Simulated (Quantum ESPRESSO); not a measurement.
Crystal: Ga3Se.

```
Se Ga
1.0
     4.43246    0.00000    0.00000
     0.00000    4.43246    0.00000
     0.00000    0.00000    4.43246
Se Ga
1 3
Direct
  0.00000 0.00000 0.00000
  0.50000 0.50000 0.00000
  0.50000 0.00000 0.50000
  0.00000 0.50000 0.50000
```

The cell comes from a database or a generator and needn't be the stable form of this composition.

```yaml
Program: Quantum ESPRESSO 7.5
Task: single point
Functional: PBEsol
Potentials_or_basis: GBRV 1.5 PBEsol
Cutoff: 762 eV
Density_cutoff: 6095 eV
k_mesh: 6 × 6 × 6
Occupations: fermi-dirac, width 0.05 eV
Spin: no spin polarisation
```

On this cell: pressure -3.7 GPa; largest force zero by symmetry; band gap on the k mesh none (metal or under the smearing width).

The same run follows on a disturbed copy (atoms moved at random, drawn with an rms of 0.05 Å):

```
Se Ga
1.0
     4.43246    0.00000    0.00000
     0.00000    4.43246    0.00000
     0.00000    0.00000    4.43246
Se Ga
1 3
Direct
  0.00095 0.00236 0.00273
  0.51229 0.49150 0.99960
  0.50638 0.00118 0.49701
  0.00502 0.49849 0.49096
```

**Question.** What does the disturbed cell give?

**Answer.** The energy (extrapolated to zero smearing) moves by +0.7 meV/atom; pressure -3.6 GPa; largest force 0.071 eV/Å; band gap on the k mesh none (metal or under the smearing width).

Forces in eV/Å, atoms in the order of the input:
```
Se   0.015 -0.019 -0.018
Ga  -0.033  0.039 -0.049
Ga  -0.023 -0.049  0.029
Ga   0.041  0.028  0.038
```
